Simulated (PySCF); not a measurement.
# C2H8BNO2: the cost of one run

Computed with PySCF 2.14.0, with density-fitted response routines of our own, on a single molecule in the gas phase. Atoms count from 0, in the outputs and in this text.

## 1. Starting geometry

14 atoms, charge 0, multiplicity 1; geometry from: PBE0-D3(BJ)/def2-SVP.

Bonds of the start (Å): C0–N1 1.44, N1–C2 1.44, N1–B3 1.41, B3–O4 1.38, B3–O5 1.38, C0–H6 1.11, C0–H7 1.10, C0–H8 1.11, C2–H9 1.10, C2–H10 1.11, C2–H11 1.11, O4–H12 0.96, O5–H13 0.96.

## 2. Nuclear shieldings: PBE0/6-31G*

The job: settings as JSON, then the geometry in Å.

```
{"job": {"kind": "nmr", "xc": "PBE0", "basis": "6-31G*", "pop": true}, "charge": 0, "multiplicity": 1}
C     -0.556764     1.292128    -0.411960
N     -0.077799    -0.060806    -0.339607
C     -1.096482    -1.062361    -0.182174
B      1.297085    -0.382734    -0.417814
O      2.204369     0.646675    -0.558605
O      1.663858    -1.710622    -0.349227
H     -1.106994     1.579300     0.504807
H      0.284815     1.984438    -0.537555
H     -1.250225     1.432795    -1.263413
H     -0.641523    -2.059163    -0.130094
H     -1.684273    -0.901745     0.742178
H     -1.812089    -1.052423    -1.026667
H      3.118932     0.364428    -0.609414
H      2.607978    -1.866284    -0.404713
```

Method: GIAO PBE0/6-31G* NMR shielding, non-relativistic, gas phase.

On the command line:

```
> OMP_NUM_THREADS=1 python probes_run.py task.json out
```

This one command runs all jobs of the session in turn.

Q: Estimate the wall time and peak memory of this first job on 1 thread of Arm Neoverse V1, shared host.

About 9.8 s, with a peak of 0.58 GiB.
